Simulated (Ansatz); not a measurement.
# BClH3Si2: the cost of one run

Program: Ansatz 0.2.0. Level of theory: RKS PBE-D4/def2-SVP. These are calculated values, not measurements.

1 further run of the same task is left out (it didn't finish).

### Step 1. The system as given

Bond lengths: Si1–B2 1.896 Å, B2–Si3 1.782 Å, Si3–Cl4 2.266 Å, Si1–H5 1.520 Å, Si1–H6 1.509 Å, Si1–H7 1.520 Å. Angles: Si1–B2–Si3 139.4°, B2–Si1–H5 119.6°, B2–Si1–H6 116.5°, B2–Si1–H7 119.6°, H5–Si1–H6 99.7°, H5–Si1–H7 98.0°, H6–Si1–H7 99.5°, B2–Si3–Cl4 132.3°.

As a file:

```xyz
7

Si   -0.4014    1.1594   -0.2002
B     0.3580   -0.4378    0.4830
Si    0.5562   -2.1475    0.0201
Cl    1.5536   -3.9017    1.0501
H     0.0937    1.7193   -1.5240
H    -0.2680    2.3911    0.6612
H    -1.8921    1.2172   -0.4902
```

### Step 2. End point A

The input, input.yaml:

```yaml
crystal:
  periodic: [false, false, false]
  atoms:
    - { symbol: Si, position_ang: [-0.40141, 1.1594, -0.20022] }
    - { symbol: B, position_ang: [0.35802, -0.43783, 0.48298] }
    - { symbol: Si, position_ang: [0.55616, -2.14752, 0.02014] }
    - { symbol: Cl, position_ang: [1.55358, -3.90171, 1.05012] }
    - { symbol: H, position_ang: [0.0937, 1.71932, -1.524] }
    - { symbol: H, position_ang: [-0.26796, 2.39113, 0.66122] }
    - { symbol: H, position_ang: [-1.89208, 1.2172, -0.49023] }
total_charge: -1
basis:
  gaussian: { orbitals: def2-SVP }
hamiltonian:
  xc: pbe
  dispersion: d4
relax:
  f_tol: 0.02
  max_steps: 50
```

Run with:

```sh
$ ansatz run input.yaml --threads 2 --pin off --max-ram 3072MiB --backend cpu --events-out ev --progress --plain --runs-dir out
```

Q: Estimate wall time and peak memory on 2 threads of AMD EPYC 7B13 (Zen 3), shared host.

About 12 s, with a peak of 0.14 GiB.
